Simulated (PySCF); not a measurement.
**Changing the system itself: Sn2⁺ (quartet)**

How does Sn2⁺ (quartet) answer to another spin, charge, distance or environment?

Computed with PySCF 2.14.0. Level: each script names its method and basis.

2 further runs of the same task are left out: 2 for a known fault of the program.

**1. Where the work starts**

Sn2⁺ (quartet): 2 atoms, charge 1, spin multiplicity 4.

Bond lengths: Sn1–Sn2 2.660 Å.

**2. The base run**

File input.py:

```python
from pyscf import gto, scf, mp

mol = gto.M(
    atom='Sn 0 0 0; Sn 0 0 2.66',
    basis='lanl2dz',
    ecp={'Sn': 'lanl2dz'},
    charge=1,
    spin=3,
    verbose=4,
)
mf = scf.UHF(mol)
mf.kernel()
mp.MP2(mf).kernel()
mf.dip_moment()
print('orbital energies (hartree):', [e[max(0, n-3):n+3].round(4) for e, n in zip(mf.mo_energy, mol.nelec)])
```

Started as:

```
OMP_NUM_THREADS=1 python input.py
```

The log of this run is left out.

Base result: E(SCF) = -6.252647 Eh, 8 cycles, E(MP2) − E(SCF) = -0.04524 Eh, ⟨S²⟩ = 3.768.

The bond length is a typed value, not an optimised one. The dipole of an ion depends on the origin. The quartet is typed in the script; nothing here shows that it is the ground state.

**3. Bond 2.58 Å**

Edit 1 changes bond length: 2.66 Å → 2.58 Å.

File input.py:

```python
from pyscf import gto, scf, mp

mol = gto.M(
    atom='Sn 0 0 0; Sn 0 0 2.58',
    basis='lanl2dz',
    ecp={'Sn': 'lanl2dz'},
    charge=1,
    spin=3,
    verbose=4,
)
mf = scf.UHF(mol)
mf.kernel()
mp.MP2(mf).kernel()
mf.dip_moment()
print('orbital energies (hartree):', [e[max(0, n-3):n+3].round(4) for e, n in zip(mf.mo_energy, mol.nelec)])
```

Started as:

```
OMP_NUM_THREADS=1 python input.py
```

**4. Bond 2.341 Å**

Edit 2 changes bond length: 2.66 Å → 2.341 Å.

Changes to input.py since step 2:

```diff
@@ -3,3 +3,3 @@
 mol = gto.M(
-    atom='Sn 0 0 0; Sn 0 0 2.66',
+    atom='Sn 0 0 0; Sn 0 0 2.341',
     basis='lanl2dz',
```

**5. Bond 3.325 Å**

Edit 3 changes bond length: 2.66 Å → 3.325 Å.

Changes to input.py since step 2:

```diff
@@ -3,3 +3,3 @@
 mol = gto.M(
-    atom='Sn 0 0 0; Sn 0 0 2.66',
+    atom='Sn 0 0 0; Sn 0 0 3.325',
     basis='lanl2dz',
```

**6. Bond 10 Å**

Edit 4 changes bond length: 2.66 Å → 10 Å.

Changes to input.py since step 2:

```diff
@@ -3,3 +3,3 @@
 mol = gto.M(
-    atom='Sn 0 0 0; Sn 0 0 2.66',
+    atom='Sn 0 0 0; Sn 0 0 10',
     basis='lanl2dz',
```

**7. Bond 2.846 Å**

Edit 5 changes bond length: 2.66 Å → 2.846 Å.

Changes to input.py since step 2:

```diff
@@ -3,3 +3,3 @@
 mol = gto.M(
-    atom='Sn 0 0 0; Sn 0 0 2.66',
+    atom='Sn 0 0 0; Sn 0 0 2.846',
     basis='lanl2dz',
```

What does the calculation give? Wanted: for each run, E(SCF); from base; gap, α spin; after the SCF.

**Answer**, as computed:

| run | E(SCF) (hartree) | from base (eV) | cycles | gap, α spin (eV) | after the SCF |
| --- | --- | --- | --- | --- | --- |
| base | -6.252647 | 0 | 8 | 7.14 | MP2 correlation -1.231 eV |
| bond 2.58 Å | -6.246709 | +0.1616 | 8 | 7.45 | MP2 correlation -1.224 eV |
| bond 2.341 Å | -6.206345 | +1.2600 | 8 | 8.49 | MP2 correlation -1.200 eV |
| bond 3.325 Å | -6.240530 | +0.3297 | 8 | 5.21 | MP2 correlation -1.368 eV |
| bond 10 Å (poor choice) | -6.107780 | +3.9420 | 7 | 1.42 | MP2 correlation -8.325 eV |
| bond 2.846 Å | -6.257385 | -0.1289 | 8 | 6.50 | MP2 correlation -1.251 eV |

Of the runs whose energies can be compared, “bond 10 Å” moves the SCF energy most (+3.942 eV). With bond 3.325 Å the frontier gap moves by over 1.5 eV, which can mean another electronic state rather than the bond length alone. With bond 10 Å the frontier gap moves by over 1.5 eV, which can mean another electronic state rather than the bond length alone. Rows marked «poor choice» come from settings spoiled on purpose.
